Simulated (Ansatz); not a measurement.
# C2H5FGeO: a ladder of functionals and wavefunction methods

The task here is to estimate one member of a computed series from the others.

Computed with Ansatz 0.2.0, Gaussian basis. Level: functionals in def2-TZVPP, the program's frozen cores in correlated methods.

Plan: LDA (SPW92), PBE-D4, revPBE-D4, BLYP-D4, r2SCAN-D4, B97M-V, PBE0-D4, B3LYP-D4, r2SCANh-D4, r2SCAN0-D4, HSE06-D4, BHLYP-D4, CAM-B3LYP-D4, LC-ωPBE, ωB97X-V, ωB97M-V, B2PLYP, PBE-QIDH; CCSD(T)/def2-SVP; CCSD(T)/def2-TZVPP; MP2/def2-QZVPP; extrapolation to the limit; RPA on PBE.

**The relaxed structure**

An earlier PBE0-D4 in a triple-zeta def2 set relaxation fixed the geometry.

SMILES `C[C](=O)[GeH2][F]`, 10 atoms, charge 0, spin multiplicity 1.

Atoms are counted from 1 here; the program's logs count them from 0.

Bond lengths: C1–C2 1.495 Å, C1–H6 1.094 Å, C1–H7 1.095 Å, C1–H8 1.090 Å, C2–O3 1.204 Å, C2–Ge4 2.008 Å, Ge4–F5 1.750 Å, Ge4–H9 1.534 Å, Ge4–H10 1.535 Å. Angles: C2–C1–H6 109.5°, C2–C1–H7 109.4°, C2–C1–H8 110.6°, H6–C1–H7 106.0°, H6–C1–H8 110.6°, H7–C1–H8 110.5°, C1–C2–O3 124.1°, C1–C2–Ge4 119.2°, O3–C2–Ge4 116.7°, C2–Ge4–F5 107.4°, C2–Ge4–H9 111.5°, C2–Ge4–H10 111.6°, F5–Ge4–H9 106.6°, F5–Ge4–H10 106.5°, H9–Ge4–H10 112.7°.

The first run:

in.yaml reads:

```yaml
crystal:
  periodic: [false, false, false]
  atoms:
    - {symbol: C, position_ang: [-1.318310, 0.600562, 0.368114]}
    - {symbol: C, position_ang: [-0.430927, -0.012084, -0.667002]}
    - {symbol: O, position_ang: [-0.754639, -0.190024, -1.812992]}
    - {symbol: Ge, position_ang: [1.421996, -0.588723, -0.152213]}
    - {symbol: F, position_ang: [1.642358, -0.190052, 1.537390]}
    - {symbol: H, position_ang: [-0.829884, 1.482975, 0.792879]}
    - {symbol: H, position_ang: [-1.448091, -0.101260, 1.197912]}
    - {symbol: H, position_ang: [-2.284212, 0.866420, -0.062404]}
    - {symbol: H, position_ang: [2.490712, 0.190352, -0.930340]}
    - {symbol: H, position_ang: [1.593998, -2.109266, -0.268445]}
basis:
  gaussian: {orbitals: def2-TZVPP}
hamiltonian: {xc: lda}
output: {orbitals: {seedname: orbitals}}
```

Among the steps run: LDA; PBE-D4 (GGA); revPBE-D4 (GGA); BLYP-D4 (GGA); r2SCAN-D4 (meta-GGA); B97M-V (meta-GGA); PBE0-D4 (hybrid); B3LYP-D4 (hybrid); r2SCANh-D4 (hybrid); r2SCAN0-D4 (hybrid); HSE06-D4 (hybrid); BHLYP-D4 (hybrid); CAM-B3LYP-D4 (range-separated); LC-ωPBE (range-separated); ωB97X-V (range-separated); ωB97M-V (range-separated); B2PLYP (double hybrid); PBE-QIDH (double hybrid).

One of the session's tables, all rows but one given; the rest of the session is left out.

It belongs to the step «Frontier levels by functional». 

| functional | HOMO (eV) | gap (eV) |
| --- | --- | --- |
| LDA (SPW92) | -5.97 | 3.24 |
| PBE-D4 | -5.80 | 3.30 |
| revPBE-D4 | -5.72 | 3.32 |
| BLYP-D4 | -5.72 | 3.35 |
| r2SCAN-D4 | -6.06 | 3.76 |
| B97M-V | -6.20 | 3.99 |
| PBE0-D4 | -7.21 | 5.84 |
| B3LYP-D4 | -7.01 | 5.38 |
| r2SCANh-D4 | -6.59 | 4.71 |
| r2SCAN0-D4 | -7.40 | 6.13 |
| HSE06-D4 | -6.80 | 5.05 |
| BHLYP-D4 | -8.59 | 8.44 |
| CAM-B3LYP-D4 | -8.60 | 8.46 |
| LC-ωPBE | -9.84 | 10.95 |
| ωB97X-V | ? | ? |
| ωB97M-V | -9.46 | 10.38 |

**Question.** Estimate the row for ωB97X-V.

**Answer.** HOMO (eV): -9.54; gap (eV): 10.55. In the column «HOMO (eV)» it lies between LC-ωPBE (-9.84) and ωB97M-V (-9.46).
